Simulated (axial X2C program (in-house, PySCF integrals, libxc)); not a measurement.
# All-electron X2C curves of VN⁻

Aim: find the lowest determinant of VN⁻, scan the bond at several levels and fit the constants, once spin-free and once with spin–orbit coupling.

Method: all-electron X2C, V dyall-acv3z, N dyall-av3z; program: an in-house X2C program for linear molecules on PySCF integrals.

All values are calculated.

## Step 1: Set-up

Contents of task.json:

```json
{
 "zs": [
  23,
  7
 ],
 "q": -1,
 "bas": [
  "dyall-acv3z",
  "dyall-av3z"
 ],
 "levels": [
  "PBE0",
  "HF",
  "B97-3"
 ],
 "cc": true,
 "r0": 1.72,
 "thr": -2.0,
 "nmax": 90,
 "npts": 10,
 "nst": 2,
 "ntry": 6
}
```

Keys: zs atomic numbers; q charge; bas basis sets; levels methods (HF also brings MP2); cc coupled cluster on or off; r0 starting distance in Å; thr threshold in hartree for freezing inner shells (an s shell follows its p shell); nmax most natural virtual spinors; npts points asked for on the curve; nst determinants followed; ntry starts of the search.

On the command line:

```
$ python so2c.py task.json out
```

Spin-free means the one-electron spin-free X2C Hamiltonian; two-component (2c) means X2C with spin–orbit coupling and atomic mean-field two-electron Coulomb and Gaunt terms. Basis: V dyall-acv3z contracted to [11s11p7d4f2g], N dyall-av3z contracted to [7s7p3d2f]; Gaussian nuclei, density fitting. Masses: V 50.944 u, N 14.003 u.

Notation: σ, π±, δ± give the projection m of an orbital's angular momentum (0, ±1, ±2), α and β its spin, Λ and M_S the sums; ω is the projection of a spinor's total angular momentum and Ω the sum. Logs are in hartree.

The results follow Hamiltonian by Hamiltonian and level by level.

## Step 2: Which state to follow

PBE0 moves the distance from 1.720 Å to 1.543 Å and compares determinants there.

Spin-free determinants:

| ΔE (eV) | state | open shells |
| --- | --- | --- |
| 0.00 | M_S = 1/2, Λ = 2 | beyond closed shells: δ+α |
| 0.14 | M_S = 3/2, Λ = 0 | beyond closed shells: σα, δ+α, δ-α |
| 0.55 | M_S = 1/2, Λ = 0 | beyond closed shells: σβ, δ+α, δ-α |
| 0.63 | M_S = 3/2, Λ = 3 | beyond closed shells: σα, π+α, δ+α |
| 0.68 | M_S = 3/2, Λ = 1 | beyond closed shells: σα, π-α, δ+α |
| 1.06 | M_S = 3/2, Λ = 2 | beyond closed shells: 2 × σα, δ+α |
| 1.14 | M_S = 1/2, Λ = 3 | beyond closed shells: σα, π+β, δ+α |

Two-component determinants:

```
ΔE (eV)    state                                        open shells
   0.00  Ω = 3/2                      excess of +ω over −ω: ω = 3/2
   0.04  Ω = 5/2                      excess of +ω over −ω: ω = 5/2
   0.16  Ω = 3/2   excess of +ω over −ω: ω = 1/2, ω = -3/2, ω = 5/2
   0.57  Ω = 1/2  excess of +ω over −ω: ω = -1/2, ω = -3/2, ω = 5/2
   0.67  Ω = 9/2    excess of +ω over −ω: ω = 1/2, ω = 3/2, ω = 5/2
   0.69  Ω = 1/2                      excess of +ω over −ω: ω = 1/2
   1.14  Ω = 1/2        excess of +ω over −ω: 2 × ω = -1/2, ω = 3/2
```

## Step 3: PBE0, spin-free

State followed: M_S = 1/2, Λ = 2 (beyond closed shells: δ+α). The scan is laid around 1.543 Å, a first estimate of the minimum, and this SCF restarts from the orbitals of the search.

The SCF at the reference distance of 1.543 Å:

```text
spin-free X2C-1e  PBE0
basis functions 182  fitting functions 973  grid points 5071
iter        total energy     max residual
   1      -1003.778893220     6.21e-05
   2      -1003.778893321     4.04e-05
   3      -1003.778893388     4.44e-05
   4      -1003.778893484     3.39e-05
   5      -1003.778893510     1.76e-05
   6      -1003.778893516     5.98e-06
converged
one-electron -1492.50481715  Coulomb 485.83658502  exact exchange -12.76276456  xc functional -39.56340621  nuclear repulsion 55.21550937
```

Along the bond, energies from the lowest point:

```csv
R (Å),E (eV),μ (D),HOMO (eV),LUMO (eV),iterations
1.404,0.6183,2.59,0.43,1.75,49
1.450,0.2492,2.07,0.38,1.76,46
1.497,0.0544,1.59,0.33,1.77,44
1.543,0.0000,1.16,0.28,1.78,6
1.597,0.0735,0.73,0.24,1.78,42
1.651,0.2495,0.43,0.23,1.78,44
1.720,0.5500,0.30,0.24,1.77,44
```

Dipoles are positive if N is the positive end and refer to the centre of mass.

Outer orbitals at the reference distance:

| symmetry | occupied | ε (eV) | atomic character |
| --- | --- | --- | --- |
| σβ | yes | -14.01 | 62% N s, 16% V d, 11% V p |
| σα | yes | -13.57 | 60% N s, 17% V d, 11% V p |
| π+α | yes | -3.10 | 48% N p, 44% V d, 3% V p |
| π-β | yes | -3.08 | 59% N p, 33% V d, 4% V p |
| π+β | yes | -3.08 | 59% N p, 33% V d, 4% V p |
| σα | yes | -3.05 | 46% N p, 41% V d, 6% N s |
| π-α | yes | -3.04 | 50% N p, 43% V d, 3% V p |
| σβ | yes | -2.88 | 55% N p, 32% V d, 5% N s |
| δ+α | yes | -1.81 | 97% V d |
| σα | yes | -0.05 | 58% V s, 16% N p, 12% V p |
| σβ | yes | 0.28 | 63% V s, 15% V p, 11% N p |
| π-β | no | 1.78 | 99% V p |
| π+β | no | 1.78 | 99% V p |
| σβ | no | 1.82 | 96% V p, 3% V s |
| π+α | no | 1.85 | 99% V p |

PBE0 fields in the half plane through the axis: z from -2.4 to 3.9 Å across, distance from the axis 0.15 to 2.25 Å upwards; V lies at z = 0 and N at z = 1.543 Å; the ELF is damped to zero where the density is low.

log10 density (e/bohr³). Ten even steps from '0' (-4.73 ) to '9' (1.40 ):
```
2223333333332222111000
2233333333333332221100
2333334444443333322110
3333444444444444332211
3334444555555554433221
3334445666556665543221
3334456777666766543321
3344457898767876544321
```

ELF. Ten even steps from '0' (0.00 ) to '9' (0.92 ):
```
5799999864210000000000
8999998753211110000000
9999986532222222110000
9998742211234554321000
9997311111147777643100
9984101463158888864200
9963115888468789986310
9862149483665719986410
```

Re = 1.541 Å, ωe = 1135 cm⁻¹, ωexe = 10.3 cm⁻¹, Be = 0.6466 cm⁻¹, De = 4.91 eV, μ = 1.18 D.

## Step 4: HF, spin-free

Output at 1.543 Å:

```text
spin-free X2C-1e  HF
basis functions 182  fitting functions 973  grid points 5071
iter        total energy     max residual
   1      -1002.503780978     2.00e-01
   2      -1002.524176991     4.38e-02
   3      -1002.534822833     9.25e-02
   4      -1002.540921986     1.43e-02
   5      -1002.544021904     1.95e-02
   6      -1002.551760269     6.66e-02
   7      -1002.555565205     4.92e-02
   8      -1002.560366597     1.55e-02
   9      -1002.561372929     1.33e-02
  10      -1002.562351794     3.50e-03
  11      -1002.563251195     7.42e-03
  12      -1002.563729976     7.01e-03
  13      -1002.563918267     2.45e-03
  14      -1002.563973045     7.64e-04
  15      -1002.563997328     1.20e-03
  16      -1002.564017690     8.84e-04
  17      -1002.564031035     3.29e-04
  18      -1002.564038771     2.07e-04
  19      -1002.564041858     2.24e-04
  20      -1002.564043260     1.95e-04
  21      -1002.564044155     1.51e-04
  22      -1002.564044712     9.65e-05
  23      -1002.564044980     5.31e-05
  24      -1002.564045102     2.79e-05
  25      -1002.564045167     2.17e-05
  26      -1002.564045202     1.28e-05
  27      -1002.564045215     6.63e-06
  28      -1002.564045219     4.57e-06
  29      -1002.564045220     3.91e-06
  30      -1002.564045221     2.84e-06
converged
one-electron -1490.66383835  Coulomb 484.15398166  exact exchange -51.26969790  xc functional 0.00000000  nuclear repulsion 55.21550937
```

No constants are quoted: the lowest point is the long end of the scan.

## Step 5: B97-3, spin-free

The SCF at the reference distance of 1.543 Å:

```text
spin-free X2C-1e  B97-3
basis functions 182  fitting functions 973  grid points 5071
iter        total energy     max residual
   1      -1003.910251369     2.18e-02
   2      -1003.910408598     7.61e-03
   3      -1003.910723539     8.31e-03
   4      -1003.910814989     1.15e-03
   5      -1003.910838636     1.46e-03
   6      -1003.910847109     3.24e-04
   7      -1003.910849766     3.84e-04
   8      -1003.910850701     8.33e-05
   9      -1003.910850807     2.47e-05
  10      -1003.910850847     1.35e-05
  11      -1003.910850861     5.49e-06
  12      -1003.910850863     3.48e-06
converged
one-electron -1492.47470225  Coulomb 485.81090133  exact exchange -13.74867943  xc functional -38.71387988  nuclear repulsion 55.21550937
```

Re = 1.542 Å, ωe = 1139 cm⁻¹, ωexe = 9.29 cm⁻¹, Be = 0.6452 cm⁻¹, De = 4.92 eV, μ = 1.19 D.

## Step 6: Correlated methods, spin-free

Correlated methods: 11 electrons correlated (frozen shells, counted by type: V 3 s, 2 p; N 1 s), 295 virtual spinors in MP2, 90 natural virtuals in coupled cluster.

Output of the correlated part at 1.543 Å:

```text
correlated 11  virtual 295  natural virtual 90  E(MP2) -0.337343760  MP2 remainder -0.021228647
iter   CCSD correlation   residual
   1     -0.302416667   2.70e-01
   2     -0.327686760   1.69e-01
   3     -0.354247870   1.11e-01
   4     -0.361174283   5.20e-02
   5     -0.366876719   3.02e-02
   6     -0.369184186   1.41e-02
   7     -0.369734796   7.61e-03
   8     -0.370210092   3.67e-03
   9     -0.370164939   1.80e-03
  10     -0.370252273   8.17e-04
  11     -0.370210154   4.35e-04
  12     -0.370219843   2.04e-04
  13     -0.370212539   9.99e-05
  14     -0.370208380   5.03e-05
  15     -0.370205746   2.68e-05
  16     -0.370203888   1.46e-05
  17     -0.370202719   8.29e-06
  18     -0.370202210   4.64e-06
  19     -0.370201783   2.33e-06
  20     -0.370201855   1.12e-06
  21     -0.370201801   6.68e-07
  22     -0.370201817   3.61e-07
(T) -0.026905581  T1 0.1856  D1 0.3398  max T2 0.166
```

T1 in the output is the amplitude norm over the root of the electron number; divide by √2 for the Lee–Taylor value.

MP2: No constants are quoted: the lowest point is the short end of the scan.

CCSD: No constants are quoted: the reference changes its character somewhere along the scan, so the fit is set aside.

CCSD(T): No constants are quoted: the reference changes its character somewhere along the scan, so the fit is set aside.

## Step 7: A higher determinant, spin-free

State: M_S = 3/2, Λ = 0 (beyond closed shells: σα, δ+α, δ-α).

Output at the reference distance:

```text
spin-free X2C-1e  PBE0
basis functions 182  fitting functions 973  grid points 5071
iter        total energy     max residual
   1      -1003.773670205     3.85e-05
   2      -1003.773670283     3.05e-05
   3      -1003.773670305     2.80e-05
   4      -1003.773670319     1.34e-05
   5      -1003.773670322     1.42e-05
converged
one-electron -1495.24653179  Coulomb 488.76962421  exact exchange -12.81032875  xc functional -39.70194335  nuclear repulsion 55.21550937
```

| R (Å) | E above the lowest PBE0 point (eV) |
| --- | --- |
| 1.404 | 1.047 |
| 1.450 | 0.586 |
| 1.497 | 0.295 |
| 1.543 | 0.142 |
| 1.597 | 0.103 |
| 1.651 | 0.178 |
| 1.720 | 0.390 |

Re = 1.586 Å, ωe = 1012 cm⁻¹, ωexe = 6.66 cm⁻¹, Be = 0.6101 cm⁻¹, μ = -2.14 D. Te = 0.10 eV.

## Step 8: The spin-free curves together

Energy (eV) of the followed determinant, spin-free, from each level's lowest point:

```csv
R (Å),PBE0,HF (jumps),MP2 (its reference jumps),CCSD (its reference jumps),CCSD(T) (its reference jumps),B97-3
1.404,0.618,1.651,0.000,0.660,0.623,0.635
1.450,0.249,1.282,0.103,0.281,0.241,0.259
1.497,0.054,0.960,0.707,0.088,0.079,0.059
1.543,0.000,0.674,1.123,0.000,0.000,0.000
1.597,0.073,0.404,1.528,0.022,0.021,0.070
1.651,0.250,0.195,1.911,0.156,0.153,0.248
1.720,0.550,0.000,2.298,0.452,0.457,0.558
```

## Step 9: PBE0, 2c

State followed: Ω = 3/2 (excess of +ω over −ω: ω = 3/2). The scan is laid around 1.543 Å, a first estimate of the minimum, and this SCF restarts from the orbitals of the search.

Output at 1.543 Å:

```text
two-component X2C + atomic mean field  PBE0
basis functions 182  fitting functions 973  grid points 5071
iter        total energy     max residual
   1      -1003.558038134     3.76e-05
   2      -1003.558038157     3.09e-05
   3      -1003.558038169     2.09e-05
   4      -1003.558038176     1.93e-05
converged
one-electron -1491.95703695  Coulomb 485.72406896  exact exchange -12.75953737  xc functional -39.55351140  nuclear repulsion 55.21550937  atomic mean-field constant -0.22753078
```

Along the bond, energies from the lowest point:

```csv
R (Å),E (eV),μ (D),HOMO (eV),LUMO (eV),iterations
1.404,0.6175,2.59,0.43,1.75,47
1.450,0.2488,2.08,0.38,1.76,47
1.497,0.0542,1.60,0.33,1.77,45
1.543,0.0000,1.16,0.28,1.78,4
1.597,0.0736,0.73,0.24,1.78,42
1.651,0.2498,0.43,0.23,1.78,42
1.720,0.5504,0.31,0.24,1.77,44
```

Dipoles are positive if N is the positive end and refer to the centre of mass.

Outer spinors at the reference distance:

| ω | occupied | ε (eV) | atomic character | λ mixture |
| --- | --- | --- | --- | --- |
| 1/2 | yes | -14.00 | 61% N s, 16% V d, 11% V p | 100% σ |
| -1/2 | yes | -13.57 | 60% N s, 17% V d, 11% V p | 100% σ |
| 1/2 | yes | -3.11 | 48% N p, 44% V d, 3% V p | 100% π |
| -1/2 | yes | -3.09 | 58% N p, 33% V d, 4% V p | 98% π, 2% σ |
| 3/2 | yes | -3.08 | 59% N p, 33% V d, 4% V p | 100% π |
| -1/2 | yes | -3.04 | 46% N p, 41% V d, 6% N s | 98% σ, 2% π |
| -3/2 | yes | -3.03 | 50% N p, 43% V d, 3% V p | 100% π |
| 1/2 | yes | -2.88 | 55% N p, 32% V d, 5% N s | 100% σ |
| 3/2 | yes | -1.83 | 97% V d | 100% δ |
| -1/2 | yes | -0.05 | 58% V s, 16% N p, 12% V p | 100% σ |
| 1/2 | yes | 0.28 | 63% V s, 15% V p, 11% N p | 100% σ |
| -1/2 | no | 1.78 | 99% V p | 100% π |
| 3/2 | no | 1.78 | 99% V p | 100% π |
| 1/2 | no | 1.82 | 95% V p, 4% V s | 100% σ |
| 1/2 | no | 1.85 | 99% V p | 100% π |

PBE0 fields in the half plane through the axis: z from -2.4 to 3.9 Å across, distance from the axis 0.15 to 2.25 Å upwards; V lies at z = 0 and N at z = 1.543 Å; the ELF is damped to zero where the density is low.

log10 density (e/bohr³). Ten even steps from '0' (-4.73 ) to '9' (1.40 ):
```
2223333333332222111000
2233333333333332221100
2333334444443333322110
3333444444444444332211
3334444555555554433221
3334445666556665543221
3334456777666766543321
3344457898767876544321
```

ELF. Ten even steps from '0' (0.00 ) to '9' (0.92 ):
```
5799999864210000000000
8999998753211110000000
9999986532222222110000
9998742211234554321000
9997311111147777643100
9974101463158888864200
9963115888468789986310
9862149483665719986410
```

Re = 1.541 Å, ωe = 1135 cm⁻¹, ωexe = 10.3 cm⁻¹, Be = 0.6466 cm⁻¹, De = 4.93 eV, μ = 1.18 D.

## Step 10: HF, 2c

The SCF at the reference distance of 1.543 Å:

```text
two-component X2C + atomic mean field  HF
basis functions 182  fitting functions 973  grid points 5071
iter        total energy     max residual
   1      -1002.283138885     2.00e-01
   2      -1002.303549447     4.38e-02
   3      -1002.314162733     9.25e-02
   4      -1002.320265592     1.43e-02
   5      -1002.323361893     1.95e-02
   6      -1002.331100508     6.66e-02
   7      -1002.334903391     4.92e-02
   8      -1002.339711163     1.56e-02
   9      -1002.340726221     1.34e-02
  10      -1002.341730571     3.68e-03
  11      -1002.342666332     7.64e-03
  12      -1002.343183689     7.38e-03
  13      -1002.343423963     2.67e-03
  14      -1002.343546784     1.33e-03
  15      -1002.343705711     4.33e-03
  16      -1002.344165795     1.01e-02
  17      -1002.344220984     1.66e-02
  18      -1002.345150407     9.74e-03
  19      -1002.346106538     5.30e-03
  20      -1002.346696032     1.01e-02
  21      -1002.348066766     4.38e-03
  22      -1002.348434875     3.63e-03
  23      -1002.348790247     2.04e-03
  24      -1002.349024511     1.42e-03
  25      -1002.349222255     1.32e-03
  26      -1002.349279735     1.32e-03
  27      -1002.349357985     7.18e-04
  28      -1002.349390603     4.49e-04
  29      -1002.349407091     2.11e-04
  30      -1002.349411871     1.50e-04
  31      -1002.349413278     7.40e-05
  32      -1002.349413596     4.24e-05
  33      -1002.349413709     3.23e-05
  34      -1002.349413748     3.64e-05
  35      -1002.349413767     1.62e-05
  36      -1002.349413777     1.11e-05
  37      -1002.349413784     6.01e-06
  38      -1002.349413789     4.52e-06
  39      -1002.349413791     3.32e-06
  40      -1002.349413792     2.58e-06
converged
one-electron -1490.69487700  Coulomb 484.65207394  exact exchange -51.29458932  xc functional 0.00000000  nuclear repulsion 55.21550937  atomic mean-field constant -0.22753078
```

No constants are quoted: the lowest point is the long end of the scan.

## Step 11: B97-3, 2c

Output at 1.543 Å:

```text
two-component X2C + atomic mean field  B97-3
basis functions 182  fitting functions 973  grid points 5071
iter        total energy     max residual
   1      -1003.689456682     2.16e-02
   2      -1003.689618735     7.55e-03
   3      -1003.689929713     8.29e-03
   4      -1003.690019868     1.10e-03
   5      -1003.690042490     1.44e-03
   6      -1003.690050798     2.96e-04
   7      -1003.690053420     3.83e-04
   8      -1003.690054333     7.71e-05
   9      -1003.690054436     2.53e-05
  10      -1003.690054476     1.31e-05
  11      -1003.690054490     5.27e-06
  12      -1003.690054492     3.37e-06
converged
one-electron -1491.92521514  Coulomb 485.69656370  exact exchange -13.74517269  xc functional -38.70420894  nuclear repulsion 55.21550937  atomic mean-field constant -0.22753078
```

Re = 1.542 Å, ωe = 1139 cm⁻¹, ωexe = 9.29 cm⁻¹, Be = 0.6452 cm⁻¹, De = 4.94 eV, μ = 1.20 D.

## Step 12: Correlated methods, 2c

Correlated methods: 11 electrons correlated (frozen shells, counted by type: V 3 s, 2 p; N 1 s), 295 virtual spinors in MP2, 90 natural virtuals in coupled cluster.

Output of the correlated part at 1.543 Å:

```text
correlated 11  virtual 295  natural virtual 90  E(MP2) -0.329904393  MP2 remainder -0.018674516
iter   CCSD correlation   residual
   1     -0.295509374   2.44e-01
   2     -0.318539731   1.51e-01
   3     -0.341572092   9.43e-02
   4     -0.349549025   5.30e-02
   5     -0.355686970   3.52e-02
   6     -0.357792949   2.17e-02
   7     -0.358753837   1.52e-02
   8     -0.359323932   9.21e-03
   9     -0.359016395   5.58e-03
  10     -0.359304757   2.92e-03
  11     -0.359129373   1.81e-03
  12     -0.359173400   9.61e-04
  13     -0.359144370   5.21e-04
  14     -0.359128541   2.85e-04
  15     -0.359116652   1.59e-04
  16     -0.359108538   8.87e-05
  17     -0.359104016   5.45e-05
  18     -0.359102989   3.86e-05
  19     -0.359100297   2.61e-05
  20     -0.359100872   1.66e-05
  21     -0.359100389   1.04e-05
  22     -0.359100397   6.71e-06
(T) -0.026999644  T1 0.1820  D1 0.3660  max T2 0.132
```

MP2: No constants are quoted: the lowest point is the short end of the scan.

CCSD: No constants are quoted: too few points lie around the minimum for a second fit to confirm the first.

CCSD(T): No constants are quoted: too few points lie around the minimum for a second fit to confirm the first.

## Step 13: A higher determinant, 2c

State: Ω = 5/2 (excess of +ω over −ω: ω = 5/2).

Output at the reference distance:

```text
two-component X2C + atomic mean field  PBE0
basis functions 182  fitting functions 973  grid points 5071
iter        total energy     max residual
   1      -1003.556539380     4.99e-05
   2      -1003.556539389     2.23e-05
   3      -1003.556539392     1.40e-05
converged
one-electron -1491.94298361  Coulomb 485.71061159  exact exchange -12.75930748  xc functional -39.55283847  nuclear repulsion 55.21550937  atomic mean-field constant -0.22753078
```

```
R (Å)  E above the lowest PBE0 point (eV)
1.404                               0.657
1.450                               0.289
1.497                               0.095
1.543                               0.041
1.597                               0.115
1.651                               0.291
1.720                               0.592
```

Re = 1.540 Å, ωe = 1135 cm⁻¹, ωexe = 10.3 cm⁻¹, Be = 0.6467 cm⁻¹, μ = 1.19 D. Te = 0.04 eV.

## Step 14: The 2c curves together

Energy (eV) of the followed determinant, 2c, from each level's lowest point:

```csv
R (Å),PBE0,HF,MP2 (spin-contaminated),CCSD,CCSD(T),B97-3
1.404,0.617,1.632,0.000,0.590,0.566,0.634
1.450,0.249,1.242,0.144,0.231,0.205,0.259
1.497,0.054,0.912,0.554,0.059,0.050,0.059
1.543,0.000,0.634,0.935,0.000,0.000,0.000
1.597,0.074,0.376,1.346,0.038,0.041,0.070
1.651,0.250,0.179,1.709,0.173,0.181,0.248
1.720,0.550,0.000,2.084,0.423,0.434,0.558
```

Time for the job: 4.7 min (1 thread of Arm Neoverse V1, shared host); peak memory 0.71 GiB.

## Step 15: Constants

Lowest determinant that the search found at its distance, spin-free: M_S = 1/2, Λ = 2 (beyond closed shells: δ+α).

Lowest determinant that the search found at its distance, 2c: Ω = 3/2 (excess of +ω over −ω: ω = 3/2).

| Hamiltonian | level | Re (Å) | ωe (cm⁻¹) | De (eV) |
| --- | --- | --- | --- | --- |
| spin-free | PBE0 | 1.541 | 1135 | 4.91 |
| spin-free | B97-3 | 1.542 | 1139 | 4.92 |
| 2c | PBE0 | 1.541 | 1135 | 4.93 |
| 2c | B97-3 | 1.542 | 1139 | 4.94 |

No constants: spin-free HF (the lowest point is the long end of the scan); spin-free MP2 (the lowest point is the short end of the scan); spin-free CCSD (the reference changes its character somewhere along the scan, so the fit is set aside); spin-free CCSD(T) (the reference changes its character somewhere along the scan, so the fit is set aside); 2c HF (the lowest point is the long end of the scan); 2c MP2 (the lowest point is the short end of the scan); 2c CCSD (too few points lie around the minimum for a second fit to confirm the first); 2c CCSD(T) (too few points lie around the minimum for a second fit to confirm the first).

Time per point (s) on 1 thread of Arm Neoverse V1, shared host (2c runs); the times are rough: PBE0 1.7, B97-3 1.7.

In words: At PBE0, going from spin-free to two-component changes Re by 0 mÅ, ωe by 0.0 %; the spin-free picture holds up (part of it comes from the scalar share of the two-electron terms). De moves by +0.02 eV; both De rest on single-determinant atoms, which can miss part of an open shell's spin–orbit lowering. The highest occupied level is positive at the mean-field levels quoted, but negative in the Hartree–Fock runs, so self-interaction plays a part.

De refers to V- + N, each in the lowest determinant found, which need not be this curve's own limit. The state is a single determinant with fixed occupations, the lowest that a limited PBE0 search found. De is counted from the lowest determinant-based energies of the atoms at the same level, without counterpoise correction. Density functionals use the spin component along the axis (collinear). The spin-free determinant is spin-contaminated at some levels.
